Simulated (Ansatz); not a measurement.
# Relaxation of HfCSe, part 2 of 2

The start is HfCSe, a borrowed structure type, volume estimated. Where does it settle when we relax the atoms in a fixed cell, and what is it like there?

Ansatz 0.2.0; DFT, r2SCAN, no spin polarisation, plane waves, PAW. Relaxing the atoms in a fixed cell. Earlier steps stand in the parts before.

## Step 3: The log goes on: semilocal partner

The log, continued:

```text
preconditioner: auto → Resta (q_TF=auto, 2.727 Å⁻¹)  ε∞=4.5  [insulator: Δε(μ)=0.093 eV  Ē_g=16.979 eV  σ=0.035 eV  W_gap=0.65  n_scr=38 (ndim 8)  ℏωp=31.9 eV  f_vac=0.000  D(μ)=1.00/eV (n_scr^D=2)  ε∞_Penn≈4.5]
SCF iter   2: F=-42927.786057 eV  HF=-42927.790354 eV  |F-HF|=4.30e-3  |Δ(HF+E_count)|=   9.03e-3  Δρ=4.12e-3  dr2=1.02e-2  dr2_τ=2.54e-3  ethr=3.60e-4  ⟨swp⟩=2.2  Hψ=3552  notcnv=0  defer=170
preconditioner: auto → Kerker (q_TF=auto, 2.727 Å⁻¹)  [metal: Δε(μ)=0.030 eV  Ē_g=16.979 eV  σ=0.035 eV  W_gap=0.46  n_scr=38 (ndim 8)  ℏωp=31.9 eV  f_vac=0.000  D(μ)=1.20/eV (n_scr^D=2)]
SCF iter   3: F=-42927.789052 eV  HF=-42927.789636 eV  |F-HF|=5.85e-4  |Δ(HF+E_count)|=   7.17e-4  Δρ=2.16e-3  dr2=2.84e-3  dr2_τ=4.63e-5  ethr=1.11e-5  ⟨swp⟩=2.0  Hψ=4504  notcnv=0  defer=170
SCF iter   4: F=-42927.790075 eV  HF=-42927.790222 eV  |F-HF|=1.47e-4  |Δ(HF+E_count)|=   5.85e-4  Δρ=3.83e-4  dr2=2.18e-4  dr2_τ=7.35e-6  ethr=3.08e-6  ⟨swp⟩=2.0  Hψ=4597  notcnv=0  defer=170
SCF iter   5: F=-42927.790266 eV  HF=-42927.790255 eV  |F-HF|=1.09e-5  |Δ(HF+E_count)|=   3.29e-5  Δρ=2.38e-4  dr2=3.47e-5  dr2_τ=2.37e-6  ethr=7.03e-8  ⟨swp⟩=13.0  Hψ=21675  notcnv=0
SCF iter   6: F=-42927.790261 eV  HF=-42927.790282 eV  |F-HF|=2.15e-5  |Δ(HF+E_count)|=   2.78e-5  Δρ=1.02e-4  dr2=9.47e-6  dr2_τ=7.91e-7  ethr=3.78e-8  ⟨swp⟩=12.8  Hψ=25917  notcnv=0
SCF iter   7: F=-42927.790277 eV  HF=-42927.790276 eV  |F-HF|=1.29e-6  |Δ(HF+E_count)|=   6.84e-6  Δρ=4.43e-5  dr2=2.15e-6  dr2_τ=4.14e-8  ethr=1.03e-8  ⟨swp⟩=10.1  Hψ=21843  notcnv=0
SCF 5 converged in 7 iterations: F = -42927.790277 eV  dr2 = 2.15e-6
relax step   5: F+E_penalty+E_count = -42927.79027689 eV  Δ(F+E_penalty+E_count) = -4.847e-2 eV  max|allowed force component| = 2.035e-1 eV/Å  Δτ_max = 0.0655 Å  (7 SCF iters, dr2 threshold 6.46e-5 eV, accepted)
SCF iter   1: F=-42927.778375 eV  HF=-42927.784918 eV  |F-HF|=6.54e-3  |Δ(HF+E_count)|=         —  Δρ=2.52e-3  dr2=1.87e-2  dr2_τ=2.64e-2  ethr=1.14e-4  ⟨swp⟩=3.0  Hψ=4240  notcnv=0  defer=164
preconditioner: auto → Resta (q_TF=auto, 2.727 Å⁻¹)  ε∞=4.5  [insulator: Δε(μ)=0.039 eV  Ē_g=16.980 eV  σ=0.035 eV  W_gap=0.56  n_scr=38 (ndim 8)  ℏωp=31.9 eV  f_vac=0.000  D(μ)=1.17/eV (n_scr^D=2)  ε∞_Penn≈4.5]
SCF iter   2: F=-42927.792839 eV  HF=-42927.792905 eV  |F-HF|=6.52e-5  |Δ(HF+E_count)|=   7.99e-3  Δρ=7.68e-4  dr2=2.22e-4  dr2_τ=1.74e-4  ethr=2.03e-5  ⟨swp⟩=2.0  Hψ=4493  notcnv=0  defer=167
SCF iter   3: F=-42927.792898 eV  HF=-42927.792895 eV  |F-HF|=3.29e-6  |Δ(HF+E_count)|=   1.01e-5  Δρ=3.90e-4  dr2=4.33e-5  dr2_τ=6.87e-6  ethr=2.41e-7  ⟨swp⟩=2.0  Hψ=4330  notcnv=0  defer=167
SCF iter   4: F=-42927.792903 eV  HF=-42927.792905 eV  |F-HF|=2.63e-6  |Δ(HF+E_count)|=   1.10e-5  Δρ=9.22e-5  dr2=3.84e-6  dr2_τ=5.97e-7  ethr=4.71e-8  ⟨swp⟩=2.0  Hψ=3896  notcnv=0  defer=167
SCF iter   5: F=-42927.792905 eV  HF=-42927.792906 eV  |F-HF|=4.22e-7  |Δ(HF+E_count)|=   3.01e-7  Δρ=2.42e-5  dr2=3.19e-7  dr2_τ=4.02e-8  ethr=3.38e-9  ⟨swp⟩=13.7  Hψ=21815  notcnv=0
SCF 6 converged in 5 iterations: F = -42927.792905 eV  dr2 = 3.19e-7
relax step   6: F+E_penalty+E_count = -42927.79290538 eV  Δ(F+E_penalty+E_count) = -2.628e-3 eV  max|allowed force component| = 6.543e-3 eV/Å  Δτ_max = 0.0119 Å  (5 SCF iters, dr2 threshold 3.11e-6 eV, accepted)
iter 1 solved again at ethr=3.47e-10 eV; its pass at ethr=3.10e-3 eV (dr2=3.19e-7 eV) is discarded
SCF iter   1: F=-42927.792905 eV  HF=-42927.792906 eV  |F-HF|=4.22e-7  |Δ(HF+E_count)|=         —  Δρ=2.42e-5  dr2=3.19e-7  dr2_τ=4.02e-8  ethr=3.47e-10  ⟨swp⟩=1.0  Hψ=6390  notcnv=0
preconditioner: auto → Resta (q_TF=auto, 2.727 Å⁻¹)  ε∞=4.5  [insulator: Δε(μ)=0.052 eV  Ē_g=16.979 eV  σ=0.035 eV  W_gap=0.68  n_scr=38 (ndim 8)  ℏωp=31.9 eV  f_vac=0.000  D(μ)=0.98/eV (n_scr^D=2)  ε∞_Penn≈4.5]
SCF iter   2: F=-42927.792906 eV  HF=-42927.792906 eV  |F-HF|=9.48e-9  |Δ(HF+E_count)|=   9.29e-8  Δρ=1.38e-5  dr2=1.15e-7  dr2_τ=2.04e-8  ethr=3.47e-10  ⟨swp⟩=2.0  Hψ=4417  notcnv=0
SCF iter   3: F=-42927.792906 eV  HF=-42927.792906 eV  |F-HF|=2.63e-8  |Δ(HF+E_count)|=   1.47e-8  Δρ=8.75e-6  dr2=4.17e-8  dr2_τ=3.52e-9  ethr=1.09e-10  ⟨swp⟩=8.0  Hψ=15661  notcnv=0
SCF 7 converged in 3 iterations: F = -42927.792906 eV  dr2 = 4.17e-8
relax step   7: F+E_penalty+E_count = -42927.79290575 eV  Δ(F+E_penalty+E_count) = -3.699e-7 eV  max|allowed force component| = 6.352e-3 eV/Å  Δτ_max = 0.0000 Å  (3 SCF iters, accepted)
iter 1 solved again at ethr=4.53e-11 eV; its pass at ethr=3.10e-3 eV (dr2=4.17e-8 eV) is discarded
SCF iter   1: F=-42927.792906 eV  HF=-42927.792906 eV  |F-HF|=2.63e-8  |Δ(HF+E_count)|=         —  Δρ=8.75e-6  dr2=4.17e-8  dr2_τ=3.52e-9  ethr=4.53e-11  ⟨swp⟩=1.0  Hψ=7284  notcnv=0
preconditioner: auto → Resta (q_TF=auto, 2.727 Å⁻¹)  ε∞=4.5  [insulator: Δε(μ)=0.052 eV  Ē_g=16.980 eV  σ=0.035 eV  W_gap=0.68  n_scr=38 (ndim 8)  ℏωp=31.9 eV  f_vac=0.000  D(μ)=0.98/eV (n_scr^D=2)  ε∞_Penn≈4.5]
SCF iter   2: F=-42927.792906 eV  HF=-42927.792906 eV  |F-HF|=1.18e-8  |Δ(HF+E_count)|=   1.86e-8  Δρ=5.52e-6  dr2=1.76e-8  dr2_τ=1.40e-9  ethr=4.53e-11  ⟨swp⟩=7.2  Hψ=13853  notcnv=0
SCF 8 converged in 2 iterations: F = -42927.792906 eV  dr2 = 1.76e-8
SCF converged after 2 iterations
Free energy (F): -42927.792906 eV
Harris-Foulkes:  -42927.792906 eV  (|F-HF|=1.18e-8)
Internal energy: -42927.792303 eV  (E = F + TS)
E sigma→0 (E₀):  -42927.792604 eV
Entropy (-TS):   -0.000603 eV (-0.100 meV/atom)
Fermi energy:    15.563431 eV
--- Per-component energies (eV) ---
  E_band       = -636.944661
  E_kinetic    = 1256.119709
  E_local      = -15265.431602  (includes V_loc(G=0)·N_el)
  E_nonlocal   = -3634.561944
  E_hartree    = 7320.396286
  E_xc         = -859.323155
  E_vxc        = -929.428399  (∫ρ·V_xc dr)
  E_paw        = -17951.834645  (= ΣΔE_a)
  E_vpaw       = 3250.169197  (= ΣTr[D̂ρ^β])
  E_aug_tail   = -0.000416  (compensation charges beyond the density's cutoff)
  E_vtau       = 45.402635  (kinetic-family band-sum trace: ∫τ·v_τ [+ j·A + Jᵃ·Aᵃ] dr)
  E_ewald      = -13790.220492
  E_core_change = -2.936044  (= ΣΔE_core)
  E_smearing   = -0.000603  (= −TS)
  E_closure    = 0.000000  (closes the sum)
  Σ components = -42927.792906   (vs F -42927.792906, Δ=0.00e0)
--- Forces (eV/Å), atoms counted from 1 ---
  atom   1  Hf     0.00000000     0.00000000    -0.00631484
  atom   2  Hf     0.00000000     0.00000000     0.00631484
  atom   3  C      0.00000000     0.00000000    -0.00000000
  atom   4  C      0.00000000     0.00000000    -0.00000000
  atom   5  Se     0.00000000     0.00000000    -0.00532170
  atom   6  Se    -0.00000000     0.00000000     0.00532170
  max |Σ_I F_I| component: 8.67e-18 eV/Å
--- Stress (GPa, compression-positive) ---
        0.520327       0.000000       0.000000
        0.000000       0.520327       0.000000
        0.000000       0.000000       6.590628
  P = ⅓ Tr σ = 2.5438 GPa (25.438 kbar)
--- Band table (eV; the first three rows and the last of 45) ---
  k-point 0: bands = ["-47.7718", "-47.7690", "-32.3302", "-32.3288", "-32.3276", "-32.3276", "-32.3252", "-32.3249", "-32.3249", "-32.3242", "-32.3239", "-32.3232", "-15.9793", "-15.8673", "-15.7086", "-15.7086", "-15.6869", "-15.6869", "0.5532", "2.0621", "3.1263", "3.7449", "3.7950", "3.7993", "3.7993", "3.8002", "3.8069", "3.8069", "3.8224", "3.8270", "3.8270", "3.8274", "3.8308", "3.8308", "3.8692", "8.2959", "10.9704", "10.9847", "11.9324", "11.9324", "12.7130", "13.9218", "13.9218", "14.6345", "14.6345", "16.5899", "17.4124", "17.4965", "18.6447", "18.6447", "19.3579", "19.6918", "19.7700", "21.1802", "22.1796", "22.1796"]
  k-point 1: bands = ["-47.7718", "-47.7690", "-32.3302", "-32.3288", "-32.3276", "-32.3276", "-32.3252", "-32.3249", "-32.3249", "-32.3242", "-32.3239", "-32.3232", "-15.9778", "-15.8689", "-15.7085", "-15.7085", "-15.6870", "-15.6870", "0.6647", "1.7409", "3.3338", "3.7449", "3.7903", "3.7949", "3.7994", "3.7994", "3.8069", "3.8069", "3.8224", "3.8271", "3.8271", "3.8274", "3.8306", "3.8306", "3.9497", "8.2967", "9.8408", "11.9597", "11.9597", "12.5078", "12.7014", "13.7173", "13.7173", "14.8707", "14.8707", "15.8577", "17.5636", "17.6088", "18.5379", "18.5379", "19.3684", "19.5824", "19.6796", "20.8326", "22.2085", "22.2085"]
  k-point 2: bands = ["-47.7718", "-47.7690", "-32.3302", "-32.3288", "-32.3276", "-32.3276", "-32.3252", "-32.3249", "-32.3249", "-32.3242", "-32.3239", "-32.3232", "-15.9763", "-15.8705", "-15.7083", "-15.7083", "-15.6871", "-15.6871", "0.8433", "1.4136", "3.4565", "3.7450", "3.7854", "3.7948", "3.7995", "3.7995", "3.8068", "3.8068", "3.8225", "3.8272", "3.8272", "3.8274", "3.8303", "3.8303", "4.0540", "8.2976", "9.3972", "11.9891", "11.9891", "12.6899", "13.5675", "13.5675", "13.9781", "14.5124", "15.0541", "15.0541", "17.7354", "17.8356", "18.4285", "18.4285", "19.2179", "19.3798", "19.6665", "20.5164", "22.2397", "22.2397"]
  k-point 44: bands = ["-47.7550", "-47.7550", "-32.3310", "-32.3309", "-32.3287", "-32.3286", "-32.3253", "-32.3253", "-32.3228", "-32.3228", "-32.3193", "-32.3192", "-15.9256", "-15.9234", "-15.8873", "-15.8845", "-15.8502", "-15.8476", "2.7274", "2.7773", "3.7515", "3.7528", "3.8030", "3.8038", "3.8052", "3.8053", "3.8178", "3.8204", "3.8252", "3.8270", "3.8273", "3.8278", "3.8968", "3.9011", "5.5728", "5.7886", "9.7160", "10.2803", "10.3685", "10.8240", "11.8136", "11.8767", "13.5147", "13.6926", "13.6960", "13.7479", "18.6019", "18.7293", "19.0998", "19.2291", "21.1853", "21.5113", "21.5925", "22.0446", "22.7935", "23.0338"]
--- Relaxed structure (7 steps of the walk, 7 accepted, 0 SCFs on fresh bases) ---
  F+E_penalty+E_count = -42927.79290575 eV   max|allowed force component| = 6.352e-3 eV/Å
  atoms:
    - { symbol: Hf, position: [9.876853043143428e-35, 0.5, 0.19649806719516716] }
    - { symbol: Hf, position: [0.5, 2.2131467004080645e-35, 0.8035019328048328] }
    - { symbol: C, position: [-6.97964281715469e-35, 4.3531315264224736e-36, 5.244241956734564e-19] }
    - { symbol: C, position: [0.5, 0.5, 5.244241956734564e-19] }
    - { symbol: Se, position: [-2.9411073506249326e-35, 0.5, 0.6435902334097781] }
    - { symbol: Se, position: [0.5, -4.206807777635164e-36, 0.356409766590222] }
--- Löwdin populations: 6 sites ---
  site symbol       q [e]
     0     Hf     25.2300
     1     Hf     25.2300
     2      C      4.4475
     3      C      4.4475
     4     Se     16.2366
     5     Se     16.2366
  spilling = 0.001866 (of n_electrons = 92.000000)
--- Bader charges: 6 sites ---
  site symbol  charge [e]  shift [e]
     0     Hf      2.0926     0.0000
     1     Hf      2.0926     0.0000
     2      C     -1.1041     0.0005
     3      C     -1.1041     0.0005
     4     Se     -0.9885     0.0005
     5     Se     -0.9885     0.0005
  estimated error of the sums over rays = 6.6e-4 e
```

It took 2.3 min on 2 threads of Arm Neoverse V2, shared host; peak memory 0.78 GiB.

Relaxation path:

```tsv
step	energy from step 1 (eV/cell)	largest force component (eV/Å)
1	0.0000	5.4266
2	-1.7520	3.1476
3	-2.6683	1.0779
4	-2.7490	0.7425
5	-2.7975	0.2035
6	-2.8001	0.0065
7	-2.8001	0.0064
```

Step 1 is the start. Step 7 solves the same geometry again.

The largest move, 0.49 Å, is shared by several atoms, Hf1 among them.

## Step 4: States by energy

Counts of states in windows (eV from the Fermi level; tetrahedra), total and projected:

```tsv
from	to	total	C p	Hf d	Se p
-4.5	-4.0	1.37	0.35	0.29	0.61
-4.0	-3.5	1.73	0.46	0.40	0.75
-3.5	-3.0	1.83	0.51	0.47	0.74
-3.0	-2.5	1.62	0.41	0.42	0.69
-2.5	-2.0	2.49	0.70	0.60	1.06
-2.0	-1.5	2.57	0.97	0.59	0.90
-1.5	-1.0	2.28	0.60	0.47	1.08
-1.0	-0.5	1.37	0.43	0.26	0.61
-0.5	0.0	0.78	0.34	0.14	0.27
0.0	0.5	0.84	0.36	0.17	0.26
0.5	1.0	0.62	0.28	0.19	0.10
1.0	1.5	0.51	0.22	0.20	0.05
1.5	2.0	0.55	0.20	0.25	0.05
2.0	2.5	0.69	0.21	0.36	0.06
2.5	3.0	1.02	0.25	0.57	0.08
3.0	3.5	1.61	0.38	0.95	0.12
```

## Step 5: How the electrons are shared

By element, from the tables in the log (a charge is positive for electrons lost): Löwdin charges also hold the electrons that the projection spills.

```tsv
element	atoms	Bader charge (e)	Bader volume (Å³)	Löwdin charge (e)
Hf	2	+2.09	11.4	+0.77
C	2	-1.10	11.7	-0.45
Se	2	-0.99	23.0	-0.24
```

The Löwdin projection spills 0.2 % of the electrons and depends on the orbitals chosen; where it disagrees with Bader's partition, neither is an observable.

## Step 6: Fields in real space

Maps in the plane spanned by b and c at height 0.000 along a (axes of the input's cell), one cell: b runs left to right (10 points from zero), c bottom to top (24 points), 90° apart. These are the smooth PAW fields, not the true ones near the nuclei.

Valence density. Ten steps from '0' (0.05 e/Å³) to '9' (37.10 e/Å³), finer at the low end (step k begins (100^(k/10) - 1)/99 of the way up):
```
3320000023
2210000012
1100000001
0000000000
0000111000
0011222110
0012454210
0013797310
0013797310
0012464210
0001222100
0000111000
0000000000
0000000000
0000000000
0000111000
0001444100
0014787410
0015898510
0015898510
1113565311
2211232112
3321000123
3321000123
```

ELF. Ten even steps from '0' (0.02) to '9' (0.91):
```
6774000477
9972000279
9841000148
5421222124
1135666531
1368777863
1488757884
1588313885
1488414884
0378767873
0168999861
0026898620
0001464100
0000010000
1100000001
1100010001
1102676201
1016999610
1018989810
5217989712
9724888427
9971232179
6884000488
0375101573
```

Atoms within 0.2 Å of the plane, in fractions of b and c: Hf at (0.50, 0.20), C at (0.00, 0.00), Se at (0.50, 0.64).

## Step 7: Outcome

What follows sums up all 2 parts.

```
                                                 quantity                          value
                                                    moves                              5
                                            energy gained                 466.7 meV/atom
                                             largest move                    0.49 Å (Hf)
                     space group (0.01 Å), before / after                P4/nmm / P4/nmm
                          pressure left in the fixed cell                        2.5 GPa
                                                character                          metal
density of states, mean within 0.25 eV of the Fermi level            1.8 per eV per cell
                                            Bader charges  Hf +2.09, C -1.10, Se -0.99 e
```

**Reading.** In the fixed cell the largest move of an atom is 0.49 Å; the energy fell by 466.7 meV per atom. The fixed cell still holds a mean pressure of 2.5 GPa, so it would expand if let free. The run held to 16 symmetry operations, so a lower structure without them is not ruled out. The cell is metallic; within 0.25 eV of the Fermi level the density of states averages 1.8 per eV per cell, mostly C p (43 %), Se p (32 %) and Hf d (19 %). By Bader's partition Hf gives up most (+2.09 e) and C takes most (-1.10 e).

Limits of this run: the SCF threshold is loose for a stress.
